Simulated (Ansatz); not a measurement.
**FH₅OSi₂: a ladder of functionals and wavefunction methods**

The task here is to estimate one member of a computed series from the others.

Method: functionals in def2-TZVPP, the program's frozen cores in correlated methods; program: Ansatz 0.2.0, Gaussian basis.

Levels to be run: LDA (SPW92), PBE-D4, revPBE-D4, BLYP-D4, r2SCAN-D4, B97M-V, PBE0-D4, B3LYP-D4, r2SCANh-D4, r2SCAN0-D4, HSE06-D4, BHLYP-D4, CAM-B3LYP-D4, LC-ωPBE, ωB97X-V, ωB97M-V, B2PLYP, PBE-QIDH; CCSD(T)/def2-SVP; CCSD(T)/def2-TZVPP; MP2/def2-QZVPP; extrapolation to the limit; RPA on PBE.

## The geometry

The geometry comes from an earlier relaxation with PBE0-D4 in a triple-zeta def2 set; it is a stationary point, not always the lowest conformer.

9 atoms, charge 0, spin multiplicity 1.

Atoms are counted from 1 here; the program's logs count them from 0.

Bond lengths: F1–Si2 1.594 Å, Si2–O3 1.616 Å, Si2–H5 1.476 Å, Si2–H6 1.480 Å, O3–Si4 1.641 Å, Si4–H7 1.482 Å, Si4–H8 1.483 Å, Si4–H9 1.486 Å. Angles: F1–Si2–O3 109.6°, F1–Si2–H5 107.7°, F1–Si2–H6 107.0°, O3–Si2–H5 108.7°, O3–Si2–H6 110.5°, H5–Si2–H6 113.2°, Si2–O3–Si4 148.9°, O3–Si4–H7 108.1°, O3–Si4–H8 109.6°, O3–Si4–H9 109.9°, H7–Si4–H8 109.9°, H7–Si4–H9 109.8°, H8–Si4–H9 109.6°.

As a file:

```xyz
9
FH5OSi2
F    -1.69401    1.21047   -1.27231
Si   -0.17153    1.32014   -0.81259
O     0.35121   -0.12791   -0.32107
Si    0.28543   -1.34700    0.77486
H     0.62324    1.73727   -1.98448
H    -0.12367    2.29360    0.30114
H     1.61849   -1.99295    0.82565
H    -0.73878   -2.33512    0.35742
H    -0.06189   -0.80501    2.11418
```

Set-up of the first run:

Input file in.yaml:

```yaml
crystal:
  periodic: [false, false, false]
  atoms:
    - {symbol: F, position_ang: [-1.694010, 1.210472, -1.272311]}
    - {symbol: Si, position_ang: [-0.171526, 1.320144, -0.812590]}
    - {symbol: O, position_ang: [0.351208, -0.127907, -0.321068]}
    - {symbol: Si, position_ang: [0.285426, -1.346999, 0.774861]}
    - {symbol: H, position_ang: [0.623240, 1.737269, -1.984482]}
    - {symbol: H, position_ang: [-0.123668, 2.293601, 0.301142]}
    - {symbol: H, position_ang: [1.618493, -1.992953, 0.825648]}
    - {symbol: H, position_ang: [-0.738781, -2.335121, 0.357421]}
    - {symbol: H, position_ang: [-0.061885, -0.805008, 2.114178]}
basis:
  gaussian: {orbitals: def2-TZVPP}
hamiltonian: {xc: lda}
output: {orbitals: {seedname: orbitals}}
```

Steps of the session up to this table: LDA; PBE-D4 (GGA); revPBE-D4 (GGA); BLYP-D4 (GGA); r2SCAN-D4 (meta-GGA); B97M-V (meta-GGA); PBE0-D4 (hybrid); B3LYP-D4 (hybrid); r2SCANh-D4 (hybrid); r2SCAN0-D4 (hybrid); HSE06-D4 (hybrid); BHLYP-D4 (hybrid); CAM-B3LYP-D4 (range-separated); LC-ωPBE-D4 (range-separated; the results give it without D4); ωB97X-V (range-separated); ωB97M-V (range-separated); B2PLYP (double hybrid); PBE-QIDH (double hybrid).

One table of the session follows, with a row left open; its other results are not shown here.

It belongs to the step «Frontier levels by functional». 

| functional | HOMO (eV) | gap (eV) |
| --- | --- | --- |
| LDA (SPW92) | -7.62 | 6.42 |
| PBE-D4 | -7.57 | 6.64 |
| revPBE-D4 | -7.54 | 6.74 |
| BLYP-D4 | -7.50 | 6.72 |
| r2SCAN-D4 | -7.94 | 7.43 |
| B97M-V | -8.06 | 7.27 |
| PBE0-D4 | -9.01 | 8.96 |
| B3LYP-D4 | -8.81 | 8.55 |
| r2SCANh-D4 | -8.46 | 8.25 |
| r2SCAN0-D4 | -9.25 | 9.46 |
| HSE06-D4 | -8.60 | 8.18 |
| BHLYP-D4 | -10.40 | 11.22 |
| CAM-B3LYP-D4 | -10.44 | 11.37 |
| LC-ωPBE | -11.78 | 13.92 |
| ωB97X-V | -11.45 | 13.43 |
| ωB97M-V | ? | ? |

Q: Estimate the row for ωB97M-V from the others.

**Answer.** HOMO (eV): -11.29; gap (eV): 12.94. In the column «HOMO (eV)» it lies between ωB97X-V (-11.45) and CAM-B3LYP-D4 (-10.44).
